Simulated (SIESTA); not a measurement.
The system is Ta3AsAu2O13.

```
CELL_PARAMETERS angstrom
5.40201 0.00000 0.00000
-2.01800 5.60729 0.00000
-0.72047 -1.86882 8.44060
ATOMIC_POSITIONS crystal
Ta 0.37386 0.58885 0.59831
Ta 0.46236 0.26627 0.18689
Ta 0.70830 0.86746 0.02761
As 0.97877 0.98236 0.65371
Au 0.10388 0.53998 0.17237
Au 0.66302 0.32022 0.80522
O 0.06196 0.03577 0.14158
O 0.98182 0.01457 0.85130
O 0.11152 0.27055 0.61508
O 0.16027 0.81199 0.58364
O 0.43055 0.53360 0.06777
O 0.91171 0.61275 0.98081
O 0.60406 0.15754 0.98626
O 0.55565 0.98713 0.20984
O 0.30756 0.45473 0.35006
O 0.79668 0.50556 0.28659
O 0.66380 0.88131 0.55106
O 0.47145 0.71751 0.81742
O 0.65279 0.45184 0.61449
```

The cell was built by a generator and needn't be a form met in nature.

```yaml
Program: SIESTA 5.4.2
Task: single point
Functional: PBE
Potentials_or_basis: PseudoDojo 0.4 standard (PBE files)
Basis: DZP (energy shift 0.003 Ry; two zetas on semicore shells)
Grid_cutoff: 800 Ry
Energy_shift: 0.003 Ry
k_mesh: 6 × 5 × 3
Occupations: fermi-dirac, width 0.05 eV
Spin: no spin polarisation
```

On this cell: pressure 4.1 GPa; largest force 0.905 eV/Å; band gap on the k mesh 0.48 eV, indirect (least direct gap 0.54 eV).

The same run follows on a disturbed copy (atoms moved at random, drawn with an rms of 0.05 Å):

```
Ta As Au O
1.0
     5.40201    0.00000    0.00000
    -2.01800    5.60729    0.00000
    -0.72047   -1.86882    8.44060
Ta As Au O
3 1 2 13
Cartesian
  0.4038 2.1643 5.0745
  1.8445 1.0786 1.5625
  2.0242 4.8445 0.2329
  2.8373 4.3018 5.5615
  -0.6298 2.7308 1.4806
  2.3446 0.3057 6.7951
  0.1505 0.0031 1.1460
  4.6653 -1.4666 7.2270
  -0.3711 0.3730 5.1701
  -1.2317 3.4355 4.9341
  1.1836 2.8677 0.5877
  2.9460 1.6197 8.2834
  2.2261 -0.9893 8.3507
  0.8108 5.1730 1.7895
  0.5452 1.9414 2.9640
  3.0403 2.2668 2.4023
  1.3994 3.9148 4.6790
  0.4933 2.4949 6.9170
  2.1793 1.3913 5.1541
```

Task: What does the disturbed cell give?

Result: The energy moves by +19.3 meV/atom; pressure 5.6 GPa; largest force 3.248 eV/Å; band gap on the k mesh 0.26 eV, indirect (least direct gap 0.33 eV).

Forces on the atoms (eV/Å):
```
Ta  -0.273  0.712 -0.891
Ta  -2.049  2.439  0.633
Ta   0.913 -1.461  0.002
As  -0.337 -0.621 -0.753
Au  -1.146 -0.095  0.006
Au   0.110 -0.680 -0.132
O   -0.499 -0.433  0.464
O   -0.094  0.065  0.772
O   -0.312  0.107  0.017
O    0.699 -0.286 -0.267
O    0.488  0.638 -0.558
O    0.222  0.333  0.113
O    0.014  1.069 -1.352
O    1.463 -2.695  0.986
O   -0.284 -0.338  0.175
O    0.922  0.802  0.438
O   -0.282  0.414 -0.083
O    0.046  0.066  0.296
O    0.404 -0.042  0.129
```

Stress tensor (GPa, compression positive):
```
 5.12 -1.60 -0.11
-1.60  6.49 -0.55
-0.11 -0.55  5.20
```

Caveats: short orbitals over semicore shells can move pressures by several GPa; spin-orbit coupling is left out, which moves the levels of the heavy elements; an odd mesh through Γ misses points on the zone boundary, where band edges often lie; the basis of atomic orbitals isn't converged, which shifts pressures, moduli and gaps.
